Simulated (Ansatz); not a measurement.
# GaH₃O₂ (SMILES [OH][GaH][OH]): one structure at several levels

One table from this session's results is given with a row withheld; the runs are named, their logs left out.

Computed with Ansatz 0.2.0, Gaussian basis. Level: single points in def2-TZVPP.

Cores are frozen in the correlated methods. Filled d shells of the heavier atoms are correlated.

**The starting structure**

SMILES `[OH][GaH][OH]`, 6 atoms, charge 0, spin multiplicity 1.

Atoms are counted from 1 here; the program's logs count them from 0.

Bond lengths: O1–Ga2 1.813 Å, O1–H4 0.912 Å, Ga2–O3 1.668 Å, Ga2–H5 1.471 Å, O3–H6 0.962 Å. Angles: Ga2–O1–H4 128.6°, O1–Ga2–O3 117.7°, O1–Ga2–H5 130.0°, O3–Ga2–H5 112.3°, Ga2–O3–H6 133.4°.

Geometry (Å):

```mol
GaH3O2
  3D, bonds by distance, orders not assigned

  6  5  0  0  0  0  0  0  0  0999 V2000
   -0.6418   -1.3611   -0.0547 O   0  0
   -0.0953    0.3505   -0.3003 Ga  0  0
    1.1231    0.9243    0.6835 O   0  0
   -1.3377   -1.7982   -0.4502 H   0  0
   -0.5455    1.3562   -1.2744 H   0  0
    1.6424    0.5300    1.3907 H   0  0
  1  2  8  0
  1  4  8  0
  2  3  8  0
  2  5  8  0
  3  6  8  0
M  END
```

The first run:

run/in.yaml

```yaml
crystal:
  periodic: [false, false, false]
  atoms:
    - {symbol: O, position_ang: [-0.641800, -1.361100, -0.054700]}
    - {symbol: Ga, position_ang: [-0.095300, 0.350500, -0.300300]}
    - {symbol: O, position_ang: [1.123100, 0.924300, 0.683500]}
    - {symbol: H, position_ang: [-1.337700, -1.798200, -0.450200]}
    - {symbol: H, position_ang: [-0.545500, 1.356200, -1.274400]}
    - {symbol: H, position_ang: [1.642400, 0.530000, 1.390700]}
basis:
  gaussian: {orbitals: def2-TZVPP}
correlation: {method: ccsd_t}
output: {forces: true}
```

No record of the launch command was kept for these runs.

Steps of the session up to this table: CCSD(T)/def2-TZVPP; PBE0-D4/def2-TZVPP; wB97M-V/def2-TZVPP; r2SCAN-D4/def2-TZVPP; PBE-D4/def2-TZVPP; revPBE-D4/def2-TZVPP; B97M-V/def2-TZVPP.

One table of the session follows, with a row left open; its other results are not shown here.

```
   method  RMS force component (eV/Å)  angle to CCSD(T) forces (°)  dipole (D)
  CCSD(T)                       1.682                    reference        0.77
  PBE0-D4                       1.649                          1.4        0.75
  wB97M-V                       1.663                          1.2        0.77
r2SCAN-D4                       1.649                          2.5        0.72
   PBE-D4                           ?                            ?           ?
revPBE-D4                       1.779                          8.1        0.68
   B97M-V                       1.623                          2.4        0.70
```

**Question.** Estimate the row for PBE-D4.

The run gave: RMS force component (eV/Å): 1.752; angle to CCSD(T) forces (°): 7.7; dipole (D): 0.68. In the column «RMS force component (eV/Å)» it lies between CCSD(T) (1.682) and revPBE-D4 (1.779).
